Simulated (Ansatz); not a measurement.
# CH8N2Si: the cost of one run

Program: Ansatz 0.2.0, Gaussian basis. Level of theory: the settings change from run to run. These are calculated values, not measurements.

## 1. The geometry

The structure was relaxed beforehand with PBE0-D4 in a triple-zeta def2 set.

SMILES `C[SiH](N)N`, 12 atoms, charge 0, spin multiplicity 1.

Atoms are counted from 1 here; the program's logs count them from 0.

Bond lengths: C1–Si2 1.868 Å, C1–H5 1.093 Å, C1–H6 1.093 Å, C1–H7 1.094 Å, Si2–N3 1.714 Å, Si2–N4 1.717 Å, Si2–H8 1.496 Å, N3–H9 1.007 Å, N3–H10 1.006 Å, N4–H11 1.006 Å, N4–H12 1.007 Å. Angles: Si2–C1–H5 111.2°, Si2–C1–H6 110.4°, Si2–C1–H7 111.4°, H5–C1–H6 108.1°, H5–C1–H7 108.1°, H6–C1–H7 107.5°, C1–Si2–N3 117.3°, C1–Si2–N4 105.8°, C1–Si2–H8 108.0°, N3–Si2–N4 106.7°, N3–Si2–H8 103.2°, N4–Si2–H8 116.3°, Si2–N3–H9 121.8°, Si2–N3–H10 120.8°, H9–N3–H10 112.1°, Si2–N4–H11 120.6°, Si2–N4–H12 120.3°, H11–N4–H12 111.5°.

Geometry (Å):

```xyz
12

C    -0.8164    1.2604   -0.4646
Si   -0.1423   -0.2860    0.3375
N     1.3394   -0.1486    1.1878
N     0.1238   -1.3990   -0.9421
H    -0.1144    1.6619   -1.2003
H    -0.9985    2.0319    0.2878
H    -1.7656    1.0649   -0.9728
H    -1.1067   -0.7134    1.3978
H     2.1896    0.1341    0.7289
H     1.3516    0.0611    2.1712
H    -0.4783   -1.4072   -1.7485
H     0.4948   -2.3150   -0.7489
```

## 2. B3LYP/def2-TZVPD

This run has unrestricted orbitals, D3(BJ) with three-body dispersion.

in.yaml

```yaml
crystal:
  periodic: [false, false, false]
  atoms:
    - {symbol: C, position_ang: [-0.816424, 1.260394, -0.464592]}
    - {symbol: Si, position_ang: [-0.142330, -0.286049, 0.337493]}
    - {symbol: N, position_ang: [1.339390, -0.148586, 1.187760]}
    - {symbol: N, position_ang: [0.123782, -1.399020, -0.942071]}
    - {symbol: H, position_ang: [-0.114417, 1.661929, -1.200250]}
    - {symbol: H, position_ang: [-0.998455, 2.031891, 0.287778]}
    - {symbol: H, position_ang: [-1.765553, 1.064870, -0.972760]}
    - {symbol: H, position_ang: [-1.106736, -0.713448, 1.397793]}
    - {symbol: H, position_ang: [2.189565, 0.134081, 0.728920]}
    - {symbol: H, position_ang: [1.351637, 0.061050, 2.171232]}
    - {symbol: H, position_ang: [-0.478307, -1.407198, -1.748490]}
    - {symbol: H, position_ang: [0.494848, -2.315015, -0.748913]}
basis:
  gaussian: {orbitals: def2-TZVPD}
magnetization: {spin_polarized: true, initial_magnetization: 0}
hamiltonian: {xc: {name: B3LYP}, dispersion: d3bjatm}
output: {forces: true}
```

On the command line:

```
$ ansatz run in.yaml --threads 4 --pin off --events-out ev --progress --plain --max-ram 10444MiB
```

Q: Estimate wall time and peak memory on 4 threads of Arm Neoverse V2, shared host.

About 6.5 s, with a peak of 0.67 GiB.
